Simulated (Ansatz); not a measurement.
# In2Au: the cost of one run

All numbers are computed with Ansatz 0.2.0 through its Python package. Level of theory: DFT r2SCAN, plane waves, PAW.

**1. Starting point**

The structure is cubic, space group Fm-3m (No. 225). The conventional cell has a = 6.502 Å, b = 6.502 Å, c = 6.502 Å, α = 90.00°, β = 90.00°, γ = 90.00°. In (site symmetry -43m) is surrounded by 4 Au at 2.82 Å. Around Au (site symmetry m-3m) lie 8 In at 2.82 Å.

No structure file is read: the coordinates are typed or built in the script.

**2. The script**

Input file in2au.py:

```python
# -*- coding: utf-8 -*-
"""How the energy of In2Au depends on the smearing."""

import ansatz
import pandas as pd
from pymatgen.core import Lattice, Structure
from pymatgen.io.ase import AseAtomsAdaptor

FUNCTIONAL = "r2scan"
CUTOFF_EV = 500
K_SPACING = 0.22


def main():
    pmg_structure = Structure(
        Lattice([(0.0, 3.251, 3.251), (3.251, 0.0, 3.251), (3.251, 3.251, 0.0)]),
        ["In", "In", "Au"],
        [
            (0.25, 0.25, 0.25),
            (0.75, 0.75, 0.75),
            (0.0, 0.0, 0.0),
        ],
    )
    structure = ansatz.Crystal.from_ase(AseAtomsAdaptor.get_atoms(pmg_structure))

    job = structure.calculation()
    job = job.functional(FUNCTIONAL).pseudopotentials("paw")
    job = job.basis(CUTOFF_EV).kpoints(spacing=K_SPACING)

    rows = []
    for value in [0.25, 0.15, 0.1, 0.05, 0.025]:
        report = job.occupations("fermi_dirac", width=value).run().report
        rows.append((value, report["free_energy_ev"] / len(report["lattice"]["sites"]), report["n_iterations"], report["n_kpoints"]))

    table = pd.DataFrame(rows, columns=["width (eV)", "F/atom (eV)", "iterations", "k-points"])
    print(table.round(5).to_string(index=False))

    # the last row is the reference
    for row in rows[:-1]:
        shift = 1000 * (row[1] - rows[-1][1])
        print(f"{row[0]}: {shift:+.2f} meV/atom" + ("  (within 2 meV)" if abs(shift) < 2 else ""))


if __name__ == "__main__":
    main()
```

**3. What the engine is handed**

The engine receives this input (first run):

```yaml
crystal:
  lattice:
    - [0.0, 3.251, 3.251]
    - [3.251, 0.0, 3.251]
    - [3.251, 3.251, 0.0]
  atoms:
    - { symbol: In, position: [0.25, 0.25, 0.25] }
    - { symbol: In, position: [0.75, 0.75, 0.75] }
    - { symbol: Au, position: [0.0, 0.0, 0.0] }
basis:
  ecutwfc: 500.0
kpoints:
  mp_grid:
    kspacing: 0.22
hamiltonian:
  xc: r2scan
  pseudopotentials:
    kind: paw
scf:
  occupations:
    method: fermi_dirac
    width: 0.25
```

**4. The run**

Started as:

```
$ python in2au.py
```

What time and memory should one allow on 1 thread of Arm Neoverse V1, shared host?

About 38 s, with a peak of 0.67 GiB.
